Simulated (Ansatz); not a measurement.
# CO on Pt (111)

The task here is to estimate one member of a computed series from the others.

Method: DFT RPBE, scalar-relativistic, plane waves, PAW, in Ansatz 0.2.0.

## The system as given

It takes space group Fm-3m (No. 225, cubic). Conventional cell: a = 3.993 Å, b = 3.993 Å, c = 3.993 Å, α = 90.00°, β = 90.00°, γ = 90.00°. Pt (site symmetry m-3m) is surrounded by 12 Pt at 2.82 Å.

Structure file:

```
CELL_PARAMETERS angstrom
0.00000 1.99643 1.99643
1.99643 0.00000 1.99643
1.99643 1.99643 0.00000
ATOMIC_POSITIONS crystal
Pt 0.00000 0.00000 0.00000
```

It is the result of an earlier relaxation at this level (volume 15.91 Å³/atom; gap on the mesh: none (metal)).

A (111) slab, 6.9 Å thick as cut, with 17 Å of vacuum, in a 2×1 surface cell; its outer planes are Pt (top) and Pt (bottom).

The slab as cut. Layers, bottom to top:

```tsv
plane	atoms per cell	height over the lowest (Å)
1	Pt2	0.00
2	Pt2	2.31
3	Pt2	4.61
4	Pt2	6.92
```

The first run:

Planes are indexed in the bulk's conventional cell (Fm-3m (No. 225)), a = 3.993 Å, b = 3.993 Å, c = 3.993 Å, α = 90.00°, β = 90.00°, γ = 90.00°.

input.yaml reads:

```yaml
crystal:
  lattice:
    - [5.6467621736, 0.0, 0.0]
    - [-1.4116905434, 2.4451197457, 0.0]
    - [0.0, 0.0, 23.915843012]
  atoms:
    - { symbol: Pt, position: [0.3333333333, 0.3333333333, 0.3554129368] }
    - { symbol: Pt, position: [0.8333333333, 0.3333333333, 0.3554129368] }
    - { symbol: Pt, position: [0.6666666667, 0.6666666667, 0.4518043123] }
    - { symbol: Pt, position: [0.1666666667, 0.6666666667, 0.4518043123] }
    - { symbol: Pt, position: [0.0, 0.0, 0.5481956877] }
    - { symbol: Pt, position: [0.5, 0.0, 0.5481956877] }
    - { symbol: Pt, position: [0.3333333333, 0.3333333333, 0.6445870632] }
    - { symbol: Pt, position: [0.8333333333, 0.3333333333, 0.6445870632] }
basis:
  ecutwfc: 420
kpoints:
  mp_grid: { grid: [6, 12, 1] }
hamiltonian:
  xc: rpbe
scf:
  occupations: { method: gaussian, width: 0.1 }
output:
  forces: true
  eigenvalues: true
  write_density: true
  write_potential: true
  elf: true
  volumetric_format: npy
relax:
  adjacent_minimum: "off"
  f_tol: 0.03
  max_steps: 70
  constraints: [{ sites: [0, 1, 2, 3] }]
efield:
  axis: 3
  dipole_correction: true
```

Started as:

```console
> ansatz run input.yaml --threads 2 --pin off --max-ram 5120MiB --backend cpu --events-out ev --progress --plain --runs-dir out
```

Steps of the session up to this table: The clean surface, relaxed; CO put at a top (Pt) site; CO at the hollow (nearest Pt) site; CO at the bridge (Pt-Pt) site; Start: CO, hollow (nearest Pt).

One of the session's tables, all rows but one given; the rest of the session is left out.

It belongs to the step «CO: energies by site». 

```
                              start  energy over the lowest (eV)  height (Å)  Δφ, top (eV)  Δ dipole (e·Å)
           top (Pt) at (0.33, 0.33)                         0.00        1.85         -0.25          +0.017
hollow (nearest Pt) at (0.17, 0.67)                         0.01        1.30         +1.22          -0.095
     bridge (Pt-Pt) at (0.33, 0.83)                         0.02        1.45         +0.78          -0.064
hollow (nearest Pt) at (0.00, 0.00)                            ?           ?             ?               ?
```

Estimate the missing values for hollow (nearest Pt) at (0.00, 0.00).

As computed: energy over the lowest (eV): 0.06; height (Å): 1.31; Δφ, top (eV): +1.19; Δ dipole (e·Å): -0.092. In the column «energy over the lowest (eV)» it is the highest.

To keep in mind: A start on a symmetric site keeps its symmetry, so an end may be a saddle point and not a minimum. Warnings in the runs' records: xc potential rough in thin density.
